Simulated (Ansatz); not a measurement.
# Si16F: the cost of one run

Method: DFT PBEsol, plane waves, PAW, scalar-relativistic, no spin polarisation, in Ansatz 0.2.0.

## Step 1: The structure to begin with

The cell holds 17 atoms (FSi16): a = 7.679 Å, b = 7.679 Å, c = 7.679 Å, α = 60.00°, β = 60.00°, γ = 60.00°.

As a file:

```
Si F
1.0
     0.00000    5.43000    5.43000
     5.43000    0.00000    5.43000
     5.43000    5.43000    0.00000
Si F
16 1
Direct
  0.00000 0.00000 0.00000
  0.12500 0.12500 0.12500
  0.00000 0.00000 0.50000
  0.12500 0.12500 0.62500
  0.00000 0.50000 0.00000
  0.12500 0.62500 0.12500
  0.00000 0.50000 0.50000
  0.12500 0.62500 0.62500
  0.50000 0.00000 0.00000
  0.62500 0.12500 0.12500
  0.50000 0.00000 0.50000
  0.62500 0.12500 0.62500
  0.50000 0.50000 0.00000
  0.62500 0.62500 0.12500
  0.50000 0.50000 0.50000
  0.62500 0.62500 0.62500
  0.25459 0.75092 0.74494
```

## Step 2: End point A

input.yaml

```yaml
crystal:
  lattice:
    - [0.0, 5.43, 5.43]
    - [5.43, 0.0, 5.43]
    - [5.43, 5.43, 0.0]
  atoms:
    - { symbol: Si, position: [0.0, 0.0, 0.0] }
    - { symbol: Si, position: [0.125, 0.125, 0.125] }
    - { symbol: Si, position: [0.0, 0.0, 0.5] }
    - { symbol: Si, position: [0.125, 0.125, 0.625] }
    - { symbol: Si, position: [0.0, 0.5, 0.0] }
    - { symbol: Si, position: [0.125, 0.625, 0.125] }
    - { symbol: Si, position: [0.0, 0.5, 0.5] }
    - { symbol: Si, position: [0.125, 0.625, 0.625] }
    - { symbol: Si, position: [0.5, 0.0, 0.0] }
    - { symbol: Si, position: [0.625, 0.125, 0.125] }
    - { symbol: Si, position: [0.5, 0.0, 0.5] }
    - { symbol: Si, position: [0.625, 0.125, 0.625] }
    - { symbol: Si, position: [0.5, 0.5, 0.0] }
    - { symbol: Si, position: [0.625, 0.625, 0.125] }
    - { symbol: Si, position: [0.5, 0.5, 0.5] }
    - { symbol: Si, position: [0.625, 0.625, 0.625] }
    - { symbol: F, position: [0.2545913, 0.7509232, 0.7449414] }
total_charge: -1
basis:
  ecutwfc: 420.0
kpoints:
  mp_grid: { grid: [2, 2, 2] }
hamiltonian:
  xc: pbesol
  pseudopotentials: { kind: paw, azcp: { folder: soft_1 } }
scf:
  occupations: { method: gaussian, width: 0.05 }
  lower_state_search: "off"
relax:
  f_tol: 0.03
  max_steps: 60
  adjacent_minimum: "off"
```

The run is started by

```sh
> ansatz run input.yaml --threads 1 --pin off --max-ram 3072MiB --backend cpu --events-out ev --progress --plain --runs-dir out
```

Q: Estimate wall time and peak memory on 1 thread of Arm Neoverse V2, shared host.

About 21 s, with a peak of 0.53 GiB.
